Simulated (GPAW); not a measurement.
Write an ASE script for GPAW 26.7.0 that does the following.

```yaml
Task: band structure
Functional: r2SCAN
Potentials_or_basis: GPAW PAW data sets (gpaw-data 1.2.1)
Cutoff: 600 eV
Basis: pw
k_mesh: 10 × 10 × 1
Occupations: fermi-dirac, width 0.05 eV
Spin: no spin polarisation
Maxiter: 150
Dipole_layer: yes
Band_path: GMKG
Band_points: 61
```

The structure of Li lies in POSCAR:

```
Li
1.0
    3.1009979314      0.0000000000      0.0000000000
   -1.5504989657      2.6855429857      0.0000000000
    0.0000000000      0.0000000000     25.1076156000
Li
5
Direct
    0.6666666667      0.3333333333      0.2987141479
    0.0000000000      0.0000000000      0.3990548429
    0.6666666667      0.3333333333      0.5000000000
    0.3333333333      0.6666666667      0.6009451571
    0.6666666667      0.3333333333      0.7012858521
```

The cell isn't the ideal one: the (0 0 1) slab of Li, cut from the database cell, not relaxed.

These files were run (other wordings do the same):

run.py

```python
from ase.dft.bandgap import bandgap
from ase.io import read, write
from gpaw import GPAW, PW

atoms = read('POSCAR')
atoms.pbc = (True, True, False)

calc = GPAW(mode=PW(600),
            xc='MGGA_X_R2SCAN+MGGA_C_R2SCAN',
            kpts={'size': (10, 10, 1), 'gamma': True},
            occupations={'name': 'fermi-dirac', 'width': 0.05},
            nbands=13,
            convergence={'density': 1e-05, 'energy': 1e-05},
            maxiter=150,
            poissonsolver={'dipolelayer': 'xy'},
            txt='gpaw.txt')
atoms.calc = calc
energy = atoms.get_potential_energy()
forces = atoms.get_forces()
calc.write('gs.gpw')
write('result.traj', atoms)
print(f'Energy: {energy:.6f} eV')
print('Forces (eV/A):')
print(forces.round(4))
print('Fermi level:', round(calc.get_fermi_level(), 4), 'eV')
print(f'Gap: {bandgap(calc)[0]:.4f} eV, direct: {bandgap(calc, direct=True)[0]:.4f} eV')

path = atoms.cell.bandpath(pbc=(1, 1, 0), npoints=61, eps=1e-4)
bs_calc = calc.fixed_density(kpts=path, symmetry='off', nbands=39,
                             convergence={'bands': 'CBM+6.0', 'eigenstates': 1e-6}, txt='bands.txt')
bs = bs_calc.band_structure()
bs.write('bs.json')
print(f'Gap on the path: {bandgap(bs_calc)[0]:.4f} eV')
```

Potentials or basis: GPAW PAW data sets (gpaw-data 1.2.1), pw.

Launch:

```bash
$ OMP_NUM_THREADS=1 python run.py
```

Results of the run:

```yaml
Largest_force: 0.072 eV/Å
Band_gap_along_the_path: none (metal or under the smearing width)
```

Caveat: the PAW data sets were made with another functional, which shifts forces and pressure a little.

It took 4.3 min on 1 thread of Intel(R) Xeon(R) 6975P-C (Granite Rapids), with other jobs on the host, peak memory 0.6 GiB.
